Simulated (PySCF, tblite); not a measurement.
# C5H15BSSi: geometry, infrared bands and NMR shifts

What infrared bands and NMR shifts should C5H15BSSi (`B[C@@](C)([SiH2]CC)SC`) show?

Programs: tblite 0.8.0 and PySCF 2.14.0, with density-fitted response routines of our own. Each step states its level of theory. These are calculated values for one molecule in the gas phase, unless marked as measured. Atoms count from 0, in the outputs and in this text.

### Step 1. The starting structure

23 atoms, charge 0, multiplicity 1; geometry from: force field or distance geometry start.

Bonds of the start (Å): B0–C1 1.59, C1–C2 1.55, C1–Si3 1.88, Si3–C4 1.88, C4–C5 1.52, C1–S6 1.84, S6–C7 1.82, B0–H8 1.18, B0–H9 1.18, C2–H10 1.12, C2–H11 1.11, C2–H12 1.10, Si3–H13 1.48, Si3–H14 1.46, C4–H15 1.11, C4–H16 1.10, C5–H17 1.11, C5–H18 1.11, C5–H19 1.11, C7–H20 1.11, C7–H21 1.11, C7–H22 1.12.

### Step 2. Relaxing the molecule with GFN2-xTB

The job: settings as JSON, then the geometry in Å.

```
{"job": {"kind": "relax", "xc": "GFN2-xTB", "basis": "xTB"}, "charge": 0, "multiplicity": 1}
B     -1.160900    -1.309300    -1.708100
C     -0.697800    -0.370900    -0.506800
C     -1.211900    -0.915200     0.845900
Si     1.185800    -0.410100    -0.494100
C      1.870300     0.618800     0.926000
C      3.388600     0.625000     0.891800
S     -1.192400     1.374900    -0.791800
C     -2.992000     1.216600    -0.554700
H     -1.750200    -0.856300    -2.626800
H     -0.919600    -2.461900    -1.697800
H     -2.323100    -1.068100     0.810000
H     -0.994500    -0.201700     1.664100
H     -0.762100    -1.890600     1.097700
H      1.649800    -1.806100    -0.325200
H      1.689400     0.115200    -1.761100
H      1.492500     1.661200     0.829900
H      1.519000     0.205500     1.887300
H      3.773800     1.239000     1.733600
H      3.763200     1.059800    -0.054400
H      3.790800    -0.405900     1.015700
H     -3.406700     0.357800    -1.123700
H     -3.486800     2.139700    -0.926800
H     -3.229900     1.109600     0.531400
```

Run with:

```
OMP_NUM_THREADS=1 python probes_run.py task.json out
```

This one command runs all jobs of the session in turn.

**Question.** This job is followed by: GFN2-xTB harmonic vibrations, gas phase; GIAO PBE0/pcSseg-1 NMR shielding, non-relativistic, gas phase. What will the session give for the following? strongest single infrared mode (GFN2-xTB); zero-point energy (GFN2-xTB); ¹³C shifts against TMS (PBE0/pcSseg-1); ¹H shifts against TMS (PBE0/pcSseg-1, means over atoms taken as alike); ¹¹B shifts against BF3·OEt2 (PBE0/pcSseg-1); ²⁹Si shifts against TMS (PBE0/pcSseg-1); ³³S shifts against CS2 (PBE0/pcSseg-1).

The runs gave:

| quantity | value |
| --- | --- |
| strongest single infrared mode (GFN2-xTB) | 2201 cm⁻¹, 375 km/mol |
| zero-point energy (GFN2-xTB) | 115.8 kcal/mol |
| ¹³C shifts against TMS (PBE0/pcSseg-1) | 58.9, 24.5, 24.1, 10.9, 1.8 ppm |
| ¹H shifts against TMS (PBE0/pcSseg-1, means over atoms taken as alike) | 7.55, 3.98, 3.86, 2.30, 1.94, 1.22, 1.15, 0.97 ppm |
| ¹¹B shifts against BF3·OEt2 (PBE0/pcSseg-1) | 81.7 ppm |
| ²⁹Si shifts against TMS (PBE0/pcSseg-1) | -52.5 ppm |
| ³³S shifts against CS2 (PBE0/pcSseg-1) | 56 ppm |

What this shows: Relaxing lowered the energy by 0.322 eV in 125 steps; the close pair that moved most is C1–Si3, from 1.884 to 1.948 Å. No mode is imaginary among the 63: a minimum at this level. The strongest single mode, at 2201 cm⁻¹, moves mainly H13. Unscaled tight-binding wavenumbers are off by several per cent, some by more. Its intensities can rank the bands wrongly. At PBE0/pcSseg-1: The largest span, 473 ppm, is at S6, where the paramagnetic term is -613 ppm.
